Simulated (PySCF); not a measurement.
**BLYP/6-31G(d) (spherical functions) run of NBrO (nitrosyl bromide)**

Aim: the vertical singlet–triplet gap of NBrO (nitrosyl bromide) at BLYP/6-31G* (spherical functions), from 2 runs. The job is set up through a Python script.

The results are computed with PySCF 2.14.0.

## (1) The molecule

The species is NBrO (3 atoms), meant as a singlet with charge 0. As SMILES, `O=NBr`. The coordinates come from a PBE0-D4/def2-TZVP relaxation.

Bond lengths: O1–N2 1.126 Å, N2–Br3 2.117 Å. Angles: O1–N2–Br3 114.9°.

## (2) A single-point energy at BLYP/6-31G(d) (spherical functions)

input.py reads:

```python
from pyscf import gto, dft

molecule = gto.M(
    atom='''
O      0.941780    -0.646800     0.448530
N     -0.044940    -0.636480    -0.092930
Br    -0.896840     1.283280    -0.355590
''',
    verbose=4,
    spin=0,
    charge=0,
    basis='6-31g*',
    max_memory=1860,
)

mf = dft.RKS(molecule, xc='blyp')
mf.grids.level = 4
mf.conv_tol = 1e-10
mf.kernel()
if not mf.converged:
    mf = mf.newton().run(mf.mo_coeff, mf.mo_occ)

etot = mf.e_tot
print('Final energy', etot)
```

Launch:

```
OMP_NUM_THREADS=1 python input.py
```

What it wrote:

```text
PySCF version 2.14.0

[INPUT] num. atoms = 3
[INPUT] num. electrons = 50
[INPUT] charge = 0
[INPUT] spin (= nelec alpha-beta = 2S) = 0
[INPUT] symmetry False subgroup None
[INPUT] Mole.unit = angstrom
[INPUT] Symbol           X                Y                Z      unit          X                Y                Z       unit  Magmom
[INPUT]  1 O      0.941780000000  -0.646800000000   0.448530000000 AA    1.779706269593  -1.222274857369   0.847598858651 Bohr   0.0
[INPUT]  2 N     -0.044940000000  -0.636480000000  -0.092930000000 AA   -0.084924292038  -1.202772883763  -0.175612248756 Bohr   0.0
[INPUT]  3 Br    -0.896840000000   1.283280000000  -0.355590000000 AA   -1.694781977555   2.425047741132  -0.671967712634 Bohr   0.0

nuclear repulsion = 140.795785586863
number of shells = 24
number of NR pGTOs = 149
number of NR cGTOs = 60
basis = 6-31g*
ecp = {}

******** <class 'pyscf.dft.rks.RKS'> ********
method = RKS
initial guess = minao
damping factor = 0
level_shift factor = 0
DIIS = <class 'pyscf.scf.diis.CDIIS'>
diis_start_cycle = 1
diis_space = 8
diis_damp = 0
SCF conv_tol = 1e-10
SCF conv_tol_grad = None
SCF max_cycles = 50
direct_scf = True
direct_scf_tol = 1e-13
XC library pyscf.dft.libxc version 7.0.0
    S. Lehtola, C. Steigemann, M. J.T. Oliveira, and M. A.L. Marques.,  SoftwareX 7, 1–5 (2018)
XC functionals = blyp
    A. D. Becke.,  Phys. Rev. A 38, 3098 (1988)
    C. Lee, W. Yang, and R. G. Parr.,  Phys. Rev. B 37, 785 (1988)
    B. Miehlich, A. Savin, H. Stoll, and H. Preuss.,  Chem. Phys. Lett. 157, 200 (1989)
radial grids:
    Treutler-Ahlrichs [JCP 102, 346 (1995); DOI:10.1063/1.469408] (M4) radial grids

becke partition: Becke, JCP 88, 2547 (1988); DOI:10.1063/1.454033
pruning grids: <function nwchem_prune>
grids dens level: 4
symmetrized grids: False
atomic radii adjust function: <function treutler_atomic_radii_adjust>
small_rho_cutoff = 0
Set gradient conv threshold to 1e-05
Initial guess from minao.
tot grids = 86328
init E= -2703.06123967413
  HOMO = -0.259302393824823  LUMO = -0.127326440519625  gap/eV = 3.59125
cycle= 1 E= -2703.63366207992  delta_E= -0.572  |g|= 0.741  |ddm|= 2.17
  HOMO = -0.181165533247431  LUMO = -0.178495855546903  gap/eV = 0.07265
cycle= 2 E= -2700.92548727778  delta_E= 2.71  |g|= 2.69  |ddm|= 3.37
  HOMO = -0.23298662058134  LUMO = -0.0922884734240927  gap/eV = 3.82859
cycle= 3 E= -2703.12622376838  delta_E= -2.2  |g|= 1.71  |ddm|= 3.56
  HOMO = -0.220753520461766  LUMO = -0.169912801489998  gap/eV = 1.38345
cycle= 4 E= -2703.69024075584  delta_E= -0.564  |g|= 0.489  |ddm|= 1.93
  HOMO = -0.238020699845698  LUMO = -0.172175966266841  gap/eV = 1.79173
cycle= 5 E= -2703.7590085295  delta_E= -0.0688  |g|= 0.156  |ddm|= 0.416
  HOMO = -0.238617948993647  LUMO = -0.165004413011435  gap/eV = 2.00313
cycle= 6 E= -2703.7662528184  delta_E= -0.00724  |g|= 0.0535  |ddm|= 0.133
  HOMO = -0.241659748087919  LUMO = -0.165142942885839  gap/eV = 2.08213
cycle= 7 E= -2703.7672415333  delta_E= -0.000989  |g|= 0.0135  |ddm|= 0.0623
  HOMO = -0.242244762237794  LUMO = -0.164606814486796  gap/eV = 2.11264
cycle= 8 E= -2703.7673011684  delta_E= -5.96e-05  |g|= 0.0014  |ddm|= 0.0201
  HOMO = -0.242164415811546  LUMO = -0.16464105130545  gap/eV = 2.10952
cycle= 9 E= -2703.76730191214  delta_E= -7.44e-07  |g|= 0.000306  |ddm|= 0.00245
  HOMO = -0.242152487378415  LUMO = -0.16461663090828  gap/eV = 2.10986
cycle= 10 E= -2703.76730193821  delta_E= -2.61e-08  |g|= 5.16e-05  |ddm|= 0.000384
  HOMO = -0.242158203822327  LUMO = -0.164624031572174  gap/eV = 2.10981
cycle= 11 E= -2703.76730193885  delta_E= -6.41e-10  |g|= 1.75e-05  |ddm|= 7.76e-05
  HOMO = -0.242156966841883  LUMO = -0.164622464473236  gap/eV = 2.10982
cycle= 12 E= -2703.76730193894  delta_E= -8.55e-11  |g|= 1.78e-06  |ddm|= 2.17e-05
  HOMO = -0.242156905305529  LUMO = -0.164622166500785  gap/eV = 2.10983
Extra cycle  E= -2703.76730193894  delta_E= 2.73e-12  |g|= 4.38e-06  |ddm|= 5.56e-06
converged SCF energy = -2703.76730193894
Final energy -2703.767301938936
```

Wall time 8.1 s (1 thread of Arm Neoverse N1, shared host); peak memory 0.29 GiB.

## (3) The triplet, same level

calc.py reads:

```python
from pyscf import gto, dft

system = gto.M(
    atom='''
O      1.779706    -1.222275     0.847599
N     -0.084924    -1.202773    -0.175612
Br    -1.694782     2.425048    -0.671968
''',
    charge=0,
    unit='bohr',
    basis='6-31g*',
    max_memory=1860,
    spin=2,
    verbose=3,
)

mf = dft.UKS(system, xc='blyp')
mf.grids.level = 4
mf.conv_tol = 1e-10
mf.kernel()
if not mf.converged:
    mf = mf.newton().run(mf.mo_coeff, mf.mo_occ)

energy = mf.e_tot
print('E = %.10f Eh' % energy)
```

Launch:

```
OMP_NUM_THREADS=1 python calc.py
```

What it wrote:

```text
WARN: HOMO -0.127326375161504 >= LUMO -0.259302395034519

WARN: HOMO -0.108912839426365 >= LUMO -0.233922304205115

WARN: HOMO -0.150801696738585 >= LUMO -0.227649112465

WARN: HOMO -0.146543807111995 >= LUMO -0.233412369565706

WARN: HOMO -0.157286450227698 >= LUMO -0.23330934618637

WARN: HOMO -0.152003097500327 >= LUMO -0.232535448303129

WARN: HOMO -0.152011828285868 >= LUMO -0.232039400965072

WARN: HOMO -0.152189967343554 >= LUMO -0.23218646108993

WARN: HOMO -0.15215702929294 >= LUMO -0.232117569087126

WARN: HOMO -0.152154324950055 >= LUMO -0.232117307999244

WARN: HOMO -0.152154702203381 >= LUMO -0.232120228446762

WARN: HOMO -0.152155517998962 >= LUMO -0.232120138374904

WARN: HOMO -0.152155518999606 >= LUMO -0.232120336007629

WARN: HOMO -0.15215509062482 >= LUMO -0.232120383575383

converged SCF energy = -2703.69034430161  <S^2> = 2.0032145  2S+1 = 3.0021422
E = -2703.6903443016 Eh
```

It took 14 s on 1 thread of Arm Neoverse N1, shared host; peak memory 0.3 GiB.

## (4) Outcome

Level: BLYP/6-31G* (spherical functions).

| quantity | value |
| --- | --- |
| singlet: total energy | -2703.76730 Eh |
| singlet: dipole moment | 1.87 D |
| singlet: HOMO energy | -6.59 eV |
| singlet: LUMO energy | -4.48 eV |
| singlet: HOMO–LUMO gap | 2.11 eV |
| triplet: total energy | -2703.69034 Eh |
| triplet: dipole moment | 0.12 D |
| triplet: HOMO energy (highest over α and β) | -4.14 eV |
| triplet: ⟨S²⟩ | 2.003 |
| vertical energy of the triplet above the singlet | 2.094 eV |

In words: At this shape the triplet lies 2.09 eV (202 kJ/mol) above the singlet. Mulliken charges (singlet) run from -0.12 on Br3 to +0.13 on N2.
